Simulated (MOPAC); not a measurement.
**SiCNOF3 (SMILES O=C=N[Si](F)(F)F) at MNDO**

We compute a geometry optimisation of SiCNOF3. 

The calculation is run with MOPAC 23.2.5.

11 further runs of the same task are left out: 11 set aside as unsound or not needed.

**1. The molecule**

The species is SiCNOF3 (7 atoms), meant as a singlet with charge 0. As SMILES, `O=C=N[Si](F)(F)F`. All atoms were displaced at random from a relaxed shape. The run starts from this shape.

Bond lengths: O1–C2 1.151 Å, C2–N3 1.193 Å, N3–Si4 1.674 Å, Si4–F5 1.556 Å, Si4–F6 1.585 Å, Si4–F7 1.563 Å. Angles: O1–C2–N3 178.2°, C2–N3–Si4 176.1°, N3–Si4–F5 109.9°, N3–Si4–F6 110.4°, N3–Si4–F7 111.1°, F5–Si4–F6 108.4°, F5–Si4–F7 108.9°, F6–Si4–F7 108.0°.

**2. A structure relaxation at MNDO**

Input file run.mop:

```
DISP GRADIENTS PRECISE GNORM=0.01 CYCLES=300 EF MNDO AUX(PRECISION=9) THREADS=1


O 1.064689 1 -2.410728 1 1.516315 1
C 0.713904 1 -1.478667 1 0.938670 1
N 0.319683 1 -0.531245 1 0.329863 1
Si -0.338835 1 0.765021 1 -0.500276 1
F 0.794304 1 1.719200 1 -0.977150 1
F -1.320276 1 1.582282 1 0.438369 1
F -1.151329 1 0.281949 1 -1.745471 1
```

The run is started by

```sh
$ mopac run.mop
```

**Question.** What will come out? Wanted: total energy at the end; dipole moment; HOMO energy; LUMO energy; HOMO–LUMO gap; heat of formation.

**Answer.** As computed:

Level: MNDO.

```
               quantity            value
total energy at the end     -80.47474 Eh
          dipole moment           0.29 D
            HOMO energy        -11.97 eV
            LUMO energy          0.44 eV
          HOMO–LUMO gap         12.41 eV
      heat of formation  -321.7 kcal/mol
```

**Reading.** At the final geometry: Bond lengths: O1–C2 1.188 Å, C2–N3 1.206 Å, N3–Si4 1.675 Å, Si4–F5 1.587 Å, Si4–F6 1.587 Å, Si4–F7 1.587 Å. Angles: O1–C2–N3 180.0°, C2–N3–Si4 180.0°, N3–Si4–F5 110.7°, N3–Si4–F6 110.7°, N3–Si4–F7 110.7°, F5–Si4–F6 108.2°, F5–Si4–F7 108.2°, F6–Si4–F7 108.2°. The optimisation took 40 steps and changed the energy by -0.149 eV.
